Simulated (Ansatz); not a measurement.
# Te (Te, diamond): the cost of one run

Program: Ansatz 0.2.0. Level of theory: DFT r2SCAN, plane waves (500 eV) with PAW, scalar-relativistic; PBE-made PAW files. These are calculated values, not measurements.

### Step 1. Starting point

Symmetry: Fd-3m, No. 227, cubic system. The conventional cell has a = 6.778 Å, b = 6.778 Å, c = 6.778 Å, α = 90.00°, β = 90.00°, γ = 90.00°. Te (site symmetry -43m) is surrounded by 4 Te at 2.94 Å.

Coordinates:

```xyz
2
Lattice="0.0000 3.3892 3.3892 3.3892 0.0000 3.3892 3.3892 3.3892 0.0000" Properties=species:S:1:pos:R:3 pbc="T T T"
Te    0.8473    0.8473    0.8473
Te    5.9310    5.9310    5.9310
```

### Step 2. Geometry optimisation

Contents of input.yaml:

```yaml
crystal:
  lattice:
    - [0.0, 3.3891640866, 3.3891640866]
    - [3.3891640866, 0.0, 3.3891640866]
    - [3.3891640866, 3.3891640866, 0.0]
  atoms:
    - { symbol: Te, position: [0.125, 0.125, 0.125] }
    - { symbol: Te, position: [0.875, 0.875, 0.875] }
hamiltonian:
  xc: r2scan
  pseudopotentials:
    kind: paw
    azcp:
      Te: "pseudopotentials/Te.paw.azcp"
basis:
  ecutwfc: 500
  fft_grid_basis: typed
kpoints:
  mp_grid: { grid: [8, 8, 8], shift: [0, 0, 0] }
magnetization:
  spin_polarized: false
scf:
  occupations: { method: fermi_dirac, width: 0.1 }
relax:
  max_steps: 60
  f_tol: 0.01
  cell: {}
```

Command:

```bash
ansatz run input.yaml --threads 1 --pin off --max-ram 3584MiB --backend cpu --events-out ev --progress --plain --runs-dir out
```

Q: Estimate wall time and peak memory on 1 thread of Intel Xeon Platinum 8259CL at 2.50GHz (Skylake/Cascade Lake), shared host.

About 48 s, with a peak of 0.84 GiB.
